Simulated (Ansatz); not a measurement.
# GeBH4 radical (SMILES [BH][GeH3]): one structure at several levels

The task here is to estimate one member of a computed series from the others.

Method: single points in def2-TZVPP; program: Ansatz 0.2.0, Gaussian basis.

Correlated methods freeze the cores. Filled d shells of the heavier atoms are correlated. Orbitals are unrestricted.

## Where the work starts

SMILES `[BH][GeH3]`, 6 atoms, charge 0, spin multiplicity 2.

Atoms are counted from 1 here; the program's logs count them from 0.

Bond lengths: B1–Ge2 1.818 Å, B1–H3 1.334 Å, Ge2–H4 1.563 Å, Ge2–H5 1.450 Å, Ge2–H6 1.746 Å. Angles: Ge2–B1–H3 138.7°, B1–Ge2–H4 116.6°, B1–Ge2–H5 109.9°, B1–Ge2–H6 111.3°, H4–Ge2–H5 114.0°, H4–Ge2–H6 95.2°, H5–Ge2–H6 108.8°.

Coordinates:

```xyz
6
charge 0, multiplicity 2
B     0.68230   -0.92110    0.64210
Ge   -0.29860    0.30030   -0.27970
H     1.31070   -2.07610    0.41830
H    -1.60410   -0.22080   -0.96220
H     0.56500    1.06120   -1.16130
H    -1.11510    1.40410    0.79890
```

Set-up of the first run:

The input, run/in.yaml:

```yaml
crystal:
  periodic: [false, false, false]
  atoms:
    - {symbol: B, position_ang: [0.682300, -0.921100, 0.642100]}
    - {symbol: Ge, position_ang: [-0.298600, 0.300300, -0.279700]}
    - {symbol: H, position_ang: [1.310700, -2.076100, 0.418300]}
    - {symbol: H, position_ang: [-1.604100, -0.220800, -0.962200]}
    - {symbol: H, position_ang: [0.565000, 1.061200, -1.161300]}
    - {symbol: H, position_ang: [-1.115100, 1.404100, 0.798900]}
basis:
  gaussian: {orbitals: def2-TZVPP}
magnetization: {spin_polarized: true, initial_magnetization: 1}
correlation: {method: ccsd_t}
scf: {omitted_lower_state_checks: [cluster_reference]}
output: {forces: true}
```

No record of the launch command was kept for these runs.

Among the steps run: CCSD(T)/def2-TZVPP; PBE0-D4/def2-TZVPP; wB97M-V/def2-TZVPP; r2SCAN-D4/def2-TZVPP; PBE-D4/def2-TZVPP; revPBE-D4/def2-TZVPP; CAM-B3LYP-D4/def2-TZVPP.

One of the session's tables, all rows but one given; the rest of the session is left out.

| method | RMS force component (eV/Å) | angle to CCSD(T) forces (°) | dipole (D) |
| --- | --- | --- | --- |
| CCSD(T) | 2.385 | reference | 0.95 |
| PBE0-D4 | 2.283 | 2.0 | 0.94 |
| wB97M-V | ? | ? | ? |
| r2SCAN-D4 | 2.219 | 2.5 | 0.89 |
| PBE-D4 | 2.149 | 4.0 | 0.89 |
| revPBE-D4 | 2.183 | 3.9 | 0.90 |
| CAM-B3LYP-D4 | 2.314 | 1.9 | 0.99 |

Q: Estimate the row for wB97M-V from the others.

**Answer.** RMS force component (eV/Å): 2.329; angle to CCSD(T) forces (°): 1.8; dipole (D): 0.99. In the column «RMS force component (eV/Å)» it lies between CAM-B3LYP-D4 (2.314) and CCSD(T) (2.385).
